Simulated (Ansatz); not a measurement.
# C2H2Cl2Si: up Jacob's ladder to CCSD(T)

Aim: compute C2H2Cl2Si with functionals from several rungs and with coupled cluster, and see how far each lands from CCSD(T) at the basis-set limit for the atomisation energy.

Computed with Ansatz 0.2.0, Gaussian basis. Level: functionals in def2-TZVPP, the program's frozen cores in correlated methods.

The runs, in order: LDA (SPW92), PBE-D4, revPBE-D4, BLYP-D4, r2SCAN-D4, B97M-V, PBE0-D4, B3LYP-D4, r2SCANh-D4, r2SCAN0-D4, HSE06-D4, BHLYP-D4, CAM-B3LYP-D4, LC-ωPBE, ωB97X-V, ωB97M-V, B2PLYP, PBE-QIDH; CCSD(T)/def2-SVP; CCSD(T)/def2-TZVPP; MP2/def2-QZVPP; extrapolation to the limit; RPA on PBE.

**1. The relaxed structure**

All runs share one geometry, relaxed beforehand with PBE0-D4 in a triple-zeta def2 set.

SMILES `ClC1=C(Cl)[SiH2]1`, 7 atoms, charge 0, spin multiplicity 1.

Atoms are counted from 1 here; the program's logs count them from 0.

Bond lengths: Cl1–C2 1.692 Å, C2–C3 1.328 Å, C2–Si5 1.816 Å, C3–Cl4 1.692 Å, C3–Si5 1.816 Å, Si5–H6 1.482 Å, Si5–H7 1.482 Å. Angles: Cl1–C2–C3 136.5°, Cl1–C2–Si5 154.9°, C3–C2–Si5 68.5°, C2–C3–Cl4 136.5°, C2–C3–Si5 68.5°, Cl4–C3–Si5 154.9°, C2–Si5–C3 42.9°, C2–Si5–H6 121.6°, C2–Si5–H7 121.6°, C3–Si5–H6 121.6°, C3–Si5–H7 121.6°, H6–Si5–H7 111.4°.

**2. LDA**

This LDA is Slater exchange with PW92 correlation.

File in.yaml:

```yaml
crystal:
  periodic: [false, false, false]
  atoms:
    - {symbol: Cl, position_ang: [-0.295353, -1.721850, 1.935854]}
    - {symbol: C, position_ang: [-0.097865, -0.611284, 0.675304]}
    - {symbol: C, position_ang: [0.364704, -0.638040, -0.569297]}
    - {symbol: Cl, position_ang: [1.022448, -1.798045, -1.610036]}
    - {symbol: Si, position_ang: [-0.200811, 1.024108, -0.106634]}
    - {symbol: H, position_ang: [-1.488192, 1.571224, -0.596819]}
    - {symbol: H, position_ang: [0.756369, 2.105887, 0.225828]}
basis:
  gaussian: {orbitals: def2-TZVPP}
hamiltonian: {xc: lda}
output: {orbitals: {seedname: orbitals}}
```

Started as:

```
$ ansatz run in.yaml --threads 2 --pin off --events-out ev --progress --plain --max-ram 4352MiB
```

After this run come: PBE-D4 (GGA); revPBE-D4 (GGA); BLYP-D4 (GGA); r2SCAN-D4 (meta-GGA); B97M-V (meta-GGA); PBE0-D4 (hybrid); B3LYP-D4 (hybrid); r2SCANh-D4 (hybrid); r2SCAN0-D4 (hybrid); HSE06-D4 (hybrid); BHLYP-D4 (hybrid); CAM-B3LYP-D4 (range-separated); LC-ωPBE (range-separated); ωB97X-V (range-separated); ωB97M-V (range-separated); B2PLYP (double hybrid); PBE-QIDH (double hybrid); CCSD(T) in def2-SVP; CCSD(T) in def2-TZVPP; MP2 in def2-QZVPP; RPA on PBE orbitals.

Q: Predict the results of all the runs planned. Wanted: atomisation energy, CCSD(T)/CBS; farthest beyond LDA; mean size of error, GGA; mean size of error, meta-GGA; mean size of error, hybrid; mean size of error, range-separated; mean size of error, double hybrid; gap, smallest and largest; T1 diagnostic.

**Answer**, as computed:

| quantity | value |
| --- | --- |
| atomisation energy, CCSD(T)/CBS | 24.909 eV |
| functionals within 0.125 eV (0.5 %) | BLYP-D4, B3LYP-D4, CAM-B3LYP-D4, LC-ωPBE |
| farthest beyond LDA | PBE-D4 (+1.234 eV) |
| mean size of error, GGA | 0.574 eV |
| mean size of error, meta-GGA | 0.458 eV |
| mean size of error, hybrid | 0.439 eV |
| mean size of error, range-separated | 0.134 eV |
| mean size of error, double hybrid | 0.263 eV |
| gap, smallest and largest | 4.70 eV (BLYP-D4), 11.50 eV (LC-ωPBE) |
| T1 diagnostic | 0.0126 |
| triples share of the correlation energy | 4.9 % |

The LDA atomisation energy is off by 4.785 eV (19 %): it overbinds. PBE-D4 is off by +1.234 eV. Double hybrids carry the basis error of their MP2 part in triple zeta, and no dispersion term here, so their miss is partly the set-up's. By mean error the best rung here is range-separated (0.134 eV) and the worst beyond LDA is GGA (0.574 eV). The reference freezes the cores and leaves out relativity and excitations past (T), so misses under about 0.125 eV can't be ranked. Hartree-Fock recovers 68 % of the binding; the rest is correlation. CCSD(T) in def2-SVP is off by -1.806 eV, worse than the median functional, from the basis alone. Orbital gaps span 4.7 to 11.5 eV; exact exchange widens them.
